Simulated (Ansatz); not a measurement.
# C2H6GeOS: one species, many methods

Aim: compute C2H6GeOS with functionals from several rungs and with coupled cluster, and see how far each lands from CCSD(T) at the basis-set limit for the atomisation energy.

Program: Ansatz 0.2.0, Gaussian basis. Level of theory: functionals in def2-TZVPP, the program's frozen cores in correlated methods. These are calculated values, not measurements.

Plan: LDA (SPW92), PBE-D4, revPBE-D4, BLYP-D4, r2SCAN-D4, B97M-V, PBE0-D4, B3LYP-D4, r2SCANh-D4, r2SCAN0-D4, HSE06-D4, BHLYP-D4, CAM-B3LYP-D4, LC-ωPBE, ωB97X-V, ωB97M-V, B2PLYP, PBE-QIDH; CCSD(T)/def2-SVP; CCSD(T)/def2-TZVPP; MP2/def2-QZVPP; extrapolation to the limit; RPA on PBE.

### Step 1. The geometry

An earlier PBE0-D4 in a triple-zeta def2 set relaxation fixed the geometry.

11 atoms, charge 0, spin multiplicity 1.

Atoms are counted from 1 here; the program's logs count them from 0.

Bond lengths: O1–C2 1.347 Å, O1–H6 0.968 Å, C2–S3 1.757 Å, C2–C4 1.338 Å, S3–H7 1.342 Å, C4–Ge5 1.922 Å, C4–H8 1.084 Å, Ge5–H9 1.538 Å, Ge5–H10 1.550 Å, Ge5–H11 1.537 Å. Angles: C2–O1–H6 108.6°, O1–C2–S3 111.9°, O1–C2–C4 126.5°, S3–C2–C4 121.5°, C2–S3–H7 95.3°, C2–C4–Ge5 124.6°, C2–C4–H8 117.1°, Ge5–C4–H8 118.4°, C4–Ge5–H9 112.0°, C4–Ge5–H10 108.7°, C4–Ge5–H11 111.5°, H9–Ge5–H10 107.8°, H9–Ge5–H11 108.9°, H10–Ge5–H11 107.8°.

Coordinates:

```xyz
11
charge 0, multiplicity 1
O     0.1670    1.7079   -0.2100
C     0.2054    0.5635   -0.9202
S     0.4719    0.8613   -2.6313
C     0.0315   -0.6751   -0.4438
Ge   -0.3875   -1.0906    1.3850
H     0.0390    1.4881    0.7236
H     0.9135    2.1186   -2.4705
H     0.1300   -1.4926   -1.1481
H    -1.7732   -1.7423    1.5256
H    -0.3980    0.2255    2.2029
H     0.6657   -2.0214    2.0073
```

### Step 2. LDA

This LDA is Slater exchange with PW92 correlation.

File in.yaml:

```yaml
crystal:
  periodic: [false, false, false]
  atoms:
    - {symbol: O, position_ang: [0.166998, 1.707947, -0.209973]}
    - {symbol: C, position_ang: [0.205361, 0.563518, -0.920168]}
    - {symbol: S, position_ang: [0.471887, 0.861314, -2.631268]}
    - {symbol: C, position_ang: [0.031503, -0.675078, -0.443827]}
    - {symbol: Ge, position_ang: [-0.387490, -1.090646, 1.384980]}
    - {symbol: H, position_ang: [0.038962, 1.488105, 0.723622]}
    - {symbol: H, position_ang: [0.913505, 2.118564, -2.470529]}
    - {symbol: H, position_ang: [0.130016, -1.492624, -1.148096]}
    - {symbol: H, position_ang: [-1.773156, -1.742260, 1.525630]}
    - {symbol: H, position_ang: [-0.397966, 0.225547, 2.202950]}
    - {symbol: H, position_ang: [0.665683, -2.021386, 2.007279]}
basis:
  gaussian: {orbitals: def2-TZVPP}
hamiltonian: {xc: lda}
output: {orbitals: {seedname: orbitals}}
```

After this run come: PBE-D4 (GGA); revPBE-D4 (GGA); BLYP-D4 (GGA); r2SCAN-D4 (meta-GGA); B97M-V (meta-GGA); PBE0-D4 (hybrid); B3LYP-D4 (hybrid); r2SCANh-D4 (hybrid); r2SCAN0-D4 (hybrid); HSE06-D4 (hybrid); BHLYP-D4 (hybrid); CAM-B3LYP-D4 (range-separated); LC-ωPBE (range-separated); ωB97X-V (range-separated); ωB97M-V (range-separated); B2PLYP (double hybrid); PBE-QIDH (double hybrid); CCSD(T) in def2-SVP; CCSD(T) in def2-TZVPP; MP2 in def2-QZVPP; RPA on PBE orbitals.

Before running them: what should the planned runs give, taken together? Wanted: atomisation energy, CCSD(T)/CBS; farthest beyond LDA; mean size of error, GGA; mean size of error, meta-GGA; mean size of error, hybrid; mean size of error, range-separated; mean size of error, double hybrid; gap, smallest and largest; T1 diagnostic.

As calculated:

| quantity | value |
| --- | --- |
| atomisation energy, CCSD(T)/CBS | 910.6 kcal/mol |
| functionals within 9.1 kcal/mol (1.0 %) | revPBE-D4, BLYP-D4, r2SCAN-D4, B97M-V, PBE0-D4, B3LYP-D4, r2SCANh-D4, HSE06-D4, CAM-B3LYP-D4, LC-ωPBE, ωB97X-V, ωB97M-V, PBE-QIDH |
| farthest beyond LDA | BHLYP-D4 (-36.0 kcal/mol) |
| mean size of error, GGA | 9.7 kcal/mol |
| mean size of error, meta-GGA | 5.3 kcal/mol |
| mean size of error, hybrid | 10.0 kcal/mol |
| mean size of error, range-separated | 3.1 kcal/mol |
| mean size of error, double hybrid | 10.9 kcal/mol |
| gap, smallest and largest | 4.37 eV (LDA (SPW92)), 11.28 eV (LC-ωPBE) |
| T1 diagnostic | 0.0127 |
| triples share of the correlation energy | 4.2 % |

In words: The LDA atomisation energy is off by 151.0 kcal/mol (17 %): it overbinds. PBE-D4 misses by +20.5 kcal/mol. Double hybrids carry the basis error of their MP2 part in triple zeta, and no dispersion term here, so their miss is partly the set-up's. The rungs range-separated, meta-GGA miss on average by less than the doubt on the reference (9.1 kcal/mol), so they tie. Misses under about 9.1 kcal/mol are within the doubt on the reference itself, which lacks core-valence correlation, relativity and higher excitations, and its outer-core shells are covered unevenly. Hartree-Fock recovers 69 % of the binding; the rest is correlation. CCSD(T) in def2-SVP is off by -55.8 kcal/mol, so the small basis spoils what the method gains. The gap grows from 4.4 to 11.3 eV across the functionals, mostly with the share of exact exchange. Correlated methods include outer-core shells of Ge, which these sets cover unevenly.
